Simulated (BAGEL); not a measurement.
# GeH2O2 (SMILES [OH][Ge][OH]): a chain of runs

Aim: the energy (HF/cc-pVDZ), then a single-point energy (NEVPT2(2,2)/cc-pVDZ), then a single-point energy (CASPT2(2,2)/cc-pVDZ) of GeH2O2. 

The calculation is run with BAGEL 1.2.2.

2 further runs of the same task are left out: 2 set aside as unsound or not needed.

## 1. The system as given

The species is GeH2O2 (5 atoms), meant as a singlet with charge 0. As SMILES, `[OH][Ge][OH]`. The O3–H5 distance was set to 2.211 Å, away from the relaxed value. At this shape a bond of the SMILES string is far longer than usual.

Bond lengths: O1–Ge2 1.790 Å, Ge2–O3 1.790 Å, O1–H4 0.961 Å. Angles: O1–Ge2–O3 102.4°, Ge2–O1–H4 118.8°.

## 2. A single-point energy at HF/cc-pVDZ (density fitting with svp-jkfit) (run 1)

input.json reads:

```json
{ "bagel" : [

{
  "title" : "molecule",
  "basis" : "cc-pvdz.json",
  "df_basis" : "svp-jkfit",
  "geometry" : [
    { "atom" : "O", "xyz" : [    -2.74171482,    -1.79839755,     1.00184208 ] },
    { "atom" : "Ge", "xyz" : [    -0.80550143,    -3.30318646,     3.33130748 ] },
    { "atom" : "O", "xyz" : [     2.21484784,    -1.87927783,     2.79254656 ] },
    { "atom" : "H", "xyz" : [    -1.98563539,    -0.56950865,    -0.10194694 ] },
    { "atom" : "H", "xyz" : [     2.58212178,     0.96980745,    -0.24169597 ] }
  ]
},

{ "title" : "hf" },

{ "title" : "print", "file" : "orbitals.molden", "orbitals" : true }

]}
```

The basis set cc-pVDZ is read from a file made from the Basis Set Exchange's data (not shown).

Launch:

```
$ BAGEL_NUM_THREADS=1 BAGEL input.json > input.out
```

What it wrote:

```text
* using 1 threads per process

  ===============================================================
  ===============================================================

  *** Geometry ***

  { "atom" : "O", "xyz" : [     -2.741715,     -1.798398,      1.001842 ] },
  { "atom" : "Ge", "xyz" : [     -0.805501,     -3.303186,      3.331307 ] },
  { "atom" : "O", "xyz" : [      2.214848,     -1.879278,      2.792547 ] },
  { "atom" : "H", "xyz" : [     -1.985635,     -0.569509,     -0.101947 ] },
  { "atom" : "H", "xyz" : [      2.582122,      0.969807,     -0.241696 ] },

  Number of auxiliary basis functions:      456

  Since a DF basis is specified, we compute 2- and 3-index integrals:
    o Being stored without compression. Storage requirement is 0.015 GB

  Number of basis functions:       65
  Number of electrons      :       50

    * METHOD: MOLECULE                             0.19

  *** RHF ***

  === Nuclear Repulsion ===
   184.8185860163

      * DIIS with orbital gradients will be used.

  === RHF iteration (cc-pvdz.json) ===
      0      -2225.49174925          0.02906897           0.06
      1      -2225.13789133          0.04494542           0.06
      2      -2226.00098356          0.00645658           0.06
      3      -2226.01572993          0.00340333           0.06
      4      -2226.02239687          0.00080787           0.06
      5      -2226.02327379          0.00028409           0.06
      6      -2226.02341113          0.00007741           0.06
      7      -2226.02342185          0.00002650           0.06
      8      -2226.02342301          0.00001671           0.06
      9      -2226.02342380          0.00001205           0.05
     10      -2226.02342416          0.00000811           0.06
     11      -2226.02342433          0.00000309           0.06
     12      -2226.02342436          0.00000123           0.06
     13      -2226.02342436          0.00000055           0.05
     14      -2226.02342436          0.00000022           0.06
     15      -2226.02342436          0.00000010           0.06
     16      -2226.02342436          0.00000005           0.06
     17      -2226.02342436          0.00000004           0.06
     18      -2226.02342436          0.00000003           0.06
     19      -2226.02342436          0.00000002           0.06
     20      -2226.02342436          0.00000001           0.06
    * SCF iteration converged.

    * Permanent dipole moment:
           (    0.193081,    -0.142156,     0.226049) a.u.

    * METHOD: HF                                   1.34

    * METHOD: PRINT                                0.01

  ===============================================================
```

Run time: 1.7 s. Hardware: 1 thread of Arm Neoverse V2, shared host; peak memory 0.15 GiB.

## 3. A single-point energy at NEVPT2(2,2)/cc-pVDZ (density fitting with svp-jkfit) (run 2)

calc.json reads:

```json
{ "bagel": [

{
  "title": "molecule",
  "basis": "cc-pvdz.json",
  "df_basis": "svp-jkfit",
  "angstrom": false,
  "geometry": [
    { "atom": "O", "xyz": [    -2.74171482,    -1.79839755,     1.00184208 ] },
    { "atom": "Ge", "xyz": [    -0.80550143,    -3.30318646,     3.33130748 ] },
    { "atom": "O", "xyz": [     2.21484784,    -1.87927783,     2.79254656 ] },
    { "atom": "H", "xyz": [    -1.98563539,    -0.56950865,    -0.10194694 ] },
    { "atom": "H", "xyz": [     2.58212178,     0.96980745,    -0.24169597 ] }
  ]
},

{
  "title": "hf"
},

{
  "title": "casscf",
  "nstate": 1,
  "nact": 2,
  "nclosed": 24,
  "active": [25, 26],
  "maxiter": 200,
  "natocc": true
},

{
  "title": "nevpt2",
  "nstate": 1,
  "nact": 2,
  "nclosed": 24,
  "active": [25, 26],
  "maxiter": 200,
  "natocc": true,
  "ncore": 11
},

{
  "title": "print",
  "file": "orbitals.molden",
  "orbitals": true
}

]}
```

The basis set cc-pVDZ is read from a file made from the Basis Set Exchange's data (not shown).

Launch:

```
$ BAGEL_NUM_THREADS=1 BAGEL calc.json > calc.out
```

What it wrote:

```text
* using 1 threads per process

  ===============================================================
  ===============================================================

  *** Geometry ***

  { "atom" : "O", "xyz" : [     -2.741715,     -1.798398,      1.001842 ] },
  { "atom" : "Ge", "xyz" : [     -0.805501,     -3.303186,      3.331307 ] },
  { "atom" : "O", "xyz" : [      2.214848,     -1.879278,      2.792547 ] },
  { "atom" : "H", "xyz" : [     -1.985635,     -0.569509,     -0.101947 ] },
  { "atom" : "H", "xyz" : [      2.582122,      0.969807,     -0.241696 ] },

  Number of auxiliary basis functions:      456

  Since a DF basis is specified, we compute 2- and 3-index integrals:
    o Being stored without compression. Storage requirement is 0.015 GB

  Number of basis functions:       65
  Number of electrons      :       50

    * METHOD: MOLECULE                             0.19

  *** RHF ***

  === Nuclear Repulsion ===
   184.8185860163

      * DIIS with orbital gradients will be used.

  === RHF iteration (cc-pvdz.json) ===
      0      -2225.49174925          0.02906897           0.06
      1      -2225.13789133          0.04494542           0.06
      2      -2226.00098356          0.00645658           0.06
      3      -2226.01572993          0.00340333           0.06
      4      -2226.02239687          0.00080787           0.06
      5      -2226.02327379          0.00028409           0.06
      6      -2226.02341113          0.00007741           0.06
      7      -2226.02342185          0.00002650           0.06
      8      -2226.02342301          0.00001671           0.06
      9      -2226.02342380          0.00001205           0.06
     10      -2226.02342416          0.00000811           0.06
     11      -2226.02342433          0.00000309           0.06
     12      -2226.02342436          0.00000123           0.06
     13      -2226.02342436          0.00000055           0.06
     14      -2226.02342436          0.00000022           0.06
     15      -2226.02342436          0.00000010           0.06
     16      -2226.02342436          0.00000005           0.06
     17      -2226.02342436          0.00000004           0.06
     18      -2226.02342436          0.00000003           0.06
     19      -2226.02342436          0.00000002           0.06
     20      -2226.02342436          0.00000001           0.06
    * SCF iteration converged.

    * Permanent dipole moment:
           (    0.193081,    -0.142156,     0.226049) a.u.

    * METHOD: HF                                   1.35

  ---------------------------
      CASSCF calculation
  ---------------------------

    ==== Active orbitals : =====
         Orbital 25
         Orbital 26
    ============================

    * nstate   :      1
    * nclosed  :     24
    * nact     :      2
    * nvirt    :     39
  === CASSCF iteration (cc-pvdz.json) ===

    * Using the second-order algorithm

      0  0     -2226.06057216     5.98e-03      0.02

      1  0     -2226.11409363     6.22e-03      0.32

      2  0     -2226.14492795     1.69e-03      0.31

      3  0     -2226.14601897     3.39e-04      0.32

      4  0     -2226.14605363     7.13e-05      0.37

      5  0     -2226.14605508     1.60e-05      0.32

      6  0     -2226.14605515     3.72e-06      0.35

      7  0     -2226.14605516     8.80e-07      0.35

      8  0     -2226.14605516     2.10e-07      0.31

      9  0     -2226.14605516     5.00e-08      0.31

     10  0     -2226.14605516     1.19e-08      0.28

     11  0     -2226.14605516     2.83e-09      0.26

    * Second-order optimization converged. *

     guess   0:   closed 1.                   open ..

  === FCI iteration ===

      0  0     -2226.00249692     1.14e-01      0.00
      1  0     -2226.13965448     2.68e-02      0.00
      2  0 *   -2226.14605516     1.29e-16      0.00

     * ci vector, state   0, <S^2> = 0.0000
       2.     0.8451238042
       .2    -0.5345706274

    * METHOD: CASSCF                               3.65

    * freezing 11 orbitals

  === DF-NEVPT2 calculation ===

    * 3-index integral transformation done
    * assembly done

      NEVPT2 correlation energy:   -0.4319899811      0.08

          (+0)     -0.3661810101
          (+0)'    -0.0132192482
          (+1)     -0.0128065925
          (+1)'    -0.0000000000
          (+2)     -0.0002320774
          (-1)     -0.0390215535
          (-1)'     0.0000000000
          (-2)     -0.0005294994

      NEVPT2 total energy:       -2226.5780451364

    * METHOD: NEVPT2                               0.18

    * METHOD: PRINT                                0.01

  ===============================================================
```

Wall time 5.7 s (1 thread of Arm Neoverse V2, shared host); peak memory 0.15 GiB.

## 4. A single-point energy at CASPT2(2,2)/cc-pVDZ (density fitting with svp-jkfit) (run 3)

calc.json reads:

```json
{ "bagel": [

{
  "title": "molecule",
  "basis": "cc-pvdz.json",
  "df_basis": "svp-jkfit",
  "geometry": [
    { "atom": "O", "xyz": [ -2.74171482, -1.79839755,  1.00184208 ] },
    { "atom": "Ge", "xyz": [ -0.80550143, -3.30318646,  3.33130748 ] },
    { "atom": "O", "xyz": [  2.21484784, -1.87927783,  2.79254656 ] },
    { "atom": "H", "xyz": [ -1.98563539, -0.56950865, -0.10194694 ] },
    { "atom": "H", "xyz": [  2.58212178,  0.96980745, -0.24169597 ] }
  ]
},
{
  "title": "hf",
  "charge": 0
},
{
  "title": "casscf",
  "nstate": 1,
  "nact": 2,
  "nclosed": 24,
  "charge": 0,
  "active": [25, 26],
  "maxiter": 200,
  "natocc": true
},
{
  "title": "print",
  "file": "orbitals.molden",
  "orbitals": true
},
{
  "title": "smith",
  "method": "caspt2",
  "ms": true,
  "xms": true,
  "sssr": true,
  "shift": 0.2,
  "shift_imag": true,
  "ncore": 11
}

]}
```

The basis set cc-pVDZ is read from a file made from the Basis Set Exchange's data (not shown).

Launch:

```
$ BAGEL_NUM_THREADS=1 BAGEL calc.json > calc.out
```

What it wrote:

```text
* using 1 threads per process

  ===============================================================
  ===============================================================

  *** Geometry ***

  { "atom" : "O", "xyz" : [     -2.741715,     -1.798398,      1.001842 ] },
  { "atom" : "Ge", "xyz" : [     -0.805501,     -3.303186,      3.331307 ] },
  { "atom" : "O", "xyz" : [      2.214848,     -1.879278,      2.792547 ] },
  { "atom" : "H", "xyz" : [     -1.985635,     -0.569509,     -0.101947 ] },
  { "atom" : "H", "xyz" : [      2.582122,      0.969807,     -0.241696 ] },

  Number of auxiliary basis functions:      456

  Since a DF basis is specified, we compute 2- and 3-index integrals:
    o Being stored without compression. Storage requirement is 0.015 GB

  Number of basis functions:       65
  Number of electrons      :       50

    * METHOD: MOLECULE                             0.19

  *** RHF ***

  === Nuclear Repulsion ===
   184.8185860163

      * DIIS with orbital gradients will be used.

  === RHF iteration (cc-pvdz.json) ===
      0      -2225.49174925          0.02906897           0.06
      1      -2225.13789133          0.04494542           0.06
      2      -2226.00098356          0.00645658           0.06
      3      -2226.01572993          0.00340333           0.06
      4      -2226.02239687          0.00080787           0.06
      5      -2226.02327379          0.00028409           0.06
      6      -2226.02341113          0.00007741           0.06
      7      -2226.02342185          0.00002650           0.06
      8      -2226.02342301          0.00001671           0.06
      9      -2226.02342380          0.00001205           0.05
     10      -2226.02342416          0.00000811           0.05
     11      -2226.02342433          0.00000309           0.06
     12      -2226.02342436          0.00000123           0.06
     13      -2226.02342436          0.00000055           0.06
     14      -2226.02342436          0.00000022           0.06
     15      -2226.02342436          0.00000010           0.06
     16      -2226.02342436          0.00000005           0.06
     17      -2226.02342436          0.00000004           0.06
     18      -2226.02342436          0.00000003           0.06
     19      -2226.02342436          0.00000002           0.06
     20      -2226.02342436          0.00000001           0.06
    * SCF iteration converged.

    * Permanent dipole moment:
           (    0.193081,    -0.142156,     0.226049) a.u.

    * METHOD: HF                                   1.33

  ---------------------------
      CASSCF calculation
  ---------------------------

    ==== Active orbitals : =====
         Orbital 25
         Orbital 26
    ============================

    * nstate   :      1
    * nclosed  :     24
    * nact     :      2
    * nvirt    :     39
  === CASSCF iteration (cc-pvdz.json) ===

    * Using the second-order algorithm

      0  0     -2226.06057216     5.98e-03      0.02

      1  0     -2226.11409363     6.22e-03      0.32

      2  0     -2226.14492795     1.69e-03      0.31

      3  0     -2226.14601897     3.39e-04      0.32

      4  0     -2226.14605363     7.13e-05      0.36

      5  0     -2226.14605508     1.60e-05      0.32

      6  0     -2226.14605515     3.72e-06      0.34

      7  0     -2226.14605516     8.80e-07      0.35

      8  0     -2226.14605516     2.10e-07      0.31

      9  0     -2226.14605516     5.00e-08      0.31

     10  0     -2226.14605516     1.19e-08      0.28

     11  0     -2226.14605516     2.83e-09      0.26

    * Second-order optimization converged. *

     guess   0:   closed 1.                   open ..

  === FCI iteration ===

      0  0     -2226.00249692     1.14e-01      0.00
      1  0     -2226.13965448     2.68e-02      0.00
      2  0 *   -2226.14605516     1.29e-16      0.00

     * ci vector, state   0, <S^2> = 0.0000
       2.     0.8451238042
       .2    -0.5345706274

    * METHOD: CASSCF                               3.62

    * METHOD: PRINT                                0.01

  === SMITH program ===

    * freezing 11 orbitals

    * Approximate memory requirement for SMITH calulation per MPI process:
      o Storage requirement for T-amplitude, lambda, and residual is 0.01 GB
      o Storage requirement for MO integrals is 0.00 GB
    * Calculating and saving rdm4f

    * Zeroth order energy : state  0       -0.5045000346

    * CASPT2 iteration is performed using orthogonal basis

      -------------------------------------------  CASPT2 iteration  ---------------------------------------------------
       #      aibj      arbs      arbi      airj      risj      airs      arst      rist         Etot      error   time
      ------------------------------------------------------------------------------------------------------------------

       0  -0.36459  -0.00068  -0.04248  -0.01437  -0.00035  -0.01396  -0.00000  -0.00000   -0.4364203  0.0007575   0.04
       1  -0.36464  -0.00068  -0.04256  -0.01439  -0.00036  -0.01405  -0.00000  -0.00000   -0.4366813  0.0000897   0.04
       2  -0.36464  -0.00068  -0.04256  -0.01439  -0.00036  -0.01405  -0.00000  -0.00000   -0.4366861  0.0000163   0.04
       3  -0.36464  -0.00068  -0.04256  -0.01439  -0.00036  -0.01406   0.00000  -0.00000   -0.4366863  0.0000033   0.04
       4  -0.36464  -0.00068  -0.04256  -0.01439  -0.00036  -0.01406   0.00000  -0.00000   -0.4366863  0.0000004   0.04

      ------------------------------------------------------------------------------------------------------------------

    * CASPT2 energy : state  0    -2226.5851717450
        w/o shift correction      -2226.5827414880
        reference weight              0.8785470447

    * METHOD: SMITH                                0.37

  ===============================================================
```

Wall time 5.7 s (1 thread of Arm Neoverse V2, shared host); peak memory 0.15 GiB.

## 5. What came out

```
                                quantity           value
         run 1, HF/cc-pVDZ: total energy  -2226.02342 Eh
        run 1, HF/cc-pVDZ: dipole moment          0.84 D
          run 1, HF/cc-pVDZ: HOMO energy        -9.68 eV
          run 1, HF/cc-pVDZ: LUMO energy        -1.76 eV
        run 1, HF/cc-pVDZ: HOMO–LUMO gap         7.93 eV
run 2, NEVPT2(2,2)/cc-pVDZ: total energy  -2226.57805 Eh
run 3, CASPT2(2,2)/cc-pVDZ: total energy  -2226.58517 Eh
```

One bond (run 1, HF/cc-pVDZ) is far stretched, which a spin-restricted single reference describes badly; a broken-symmetry solution may lie lower.
